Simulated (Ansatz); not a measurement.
# KI: further runs on the relaxed cell

An exercise on one series of results from a longer session: the logs are not shown, and one member is left open.

Program: Ansatz 0.2.0. Level of theory: DFT PBE, scalar-relativistic, plane waves, PAW. These are calculated values, not measurements.

1 further run of the same task is left out (set aside as unsound or not needed).

### Starting point

The structure is cubic, space group Fm-3m (No. 225). Conventional cell: a = 7.176 Å, b = 7.176 Å, c = 7.176 Å, α = 90.00°, β = 90.00°, γ = 90.00°. K (site symmetry m-3m) is surrounded by 6 I at 3.59 Å. I (site symmetry m-3m) is surrounded by 6 K at 3.59 Å.

Structure file:

```cif
data_structure
_symmetry_space_group_name_H-M 'Fm-3m'
_symmetry_Int_Tables_number 225
_cell_length_a 7.1764
_cell_length_b 7.1764
_cell_length_c 7.1764
_cell_angle_alpha 90.000
_cell_angle_beta 90.000
_cell_angle_gamma 90.000
_cell_volume 369.58
loop_
_atom_site_label
_atom_site_type_symbol
_atom_site_symmetry_multiplicity
_atom_site_Wyckoff_symbol
_atom_site_fract_x
_atom_site_fract_y
_atom_site_fract_z
_atom_site_occupancy
K1 K 4 a 0.00000 0.00000 0.00000 1
I1 I 4 b 0.50000 0.00000 0.00000 1
```

It is the result of an earlier relaxation at this level (volume 46.20 Å³/atom; gap on the mesh: 3.86 eV).

The first run:

The input, input.yaml:

```yaml
crystal:
  lattice:
    - [0.0, 3.5519355595, 3.5519355595]
    - [3.5519355595, 0.0, 3.5519355595]
    - [3.5519355595, 3.5519355595, 0.0]
  atoms:
    - { symbol: K, position: [0.0, 0.0, 0.0] }
    - { symbol: I, position: [0.5, 0.5, 0.5] }
basis:
  ecutwfc: 420
kpoints:
  mp_grid: { grid: [6, 6, 6] }
hamiltonian:
  xc: pbe
scf:
  occupations: { method: gaussian, width: 0.02 }
output:
  forces: true
  stress: true
  eigenvalues: true
```

Run with:

```console
$ ansatz run input.yaml --threads 1 --pin off --max-ram 2560MiB --backend cpu --events-out ev --progress --plain --runs-dir out
```

Among the steps run: Point at V/V0 = 0.97; The cell scaled to 1.03 of its volume; Point at V/V0 = 0.94; Volume × 1.06; Point at V/V0 = 0.91; The cell scaled to 1.10 of its volume; Volume × 0.88.

One of the session's tables, all rows but one given; the rest of the session is left out.

It belongs to the step «Fit of the equation of state». 

| volume (Å³/atom) | energy above the lowest point (meV/atom) | pressure (GPa) | gap on the mesh (eV) |
| --- | --- | --- | --- |
| 40.654 | 29.4 | 1.89 | 4.17 |
| 42.040 | 15.7 | 1.29 | 4.08 |
| 43.426 | ? | ? | ? |
| 44.812 | 1.7 | 0.38 | 3.93 |
| 46.198 | 0.0 | 0.03 | 3.86 |
| 47.584 | 1.1 | -0.27 | 3.80 |
| 48.970 | 4.5 | -0.52 | 3.74 |
| 50.818 | 12.1 | -0.79 | 3.66 |

**Question.** Estimate the row for volume (Å³/atom) = 43.426.

Worked estimate for «energy above the lowest point (meV/atom)». A straight line through the neighbours (42.040, 15.7) and (44.812, 1.7) gives 15.7 + (1.7 − 15.7) × (43.426 − 42.040) / (44.812 − 42.040) = 8.7; a parabola fitted to 4 rows on both sides gives 6.7.

**Answer.** energy above the lowest point (meV/atom): 6.7; pressure (GPa): 0.80; gap on the mesh (eV): 4.00. In «energy above the lowest point (meV/atom)» the line misses by +2.0 and the parabola by 0.0.
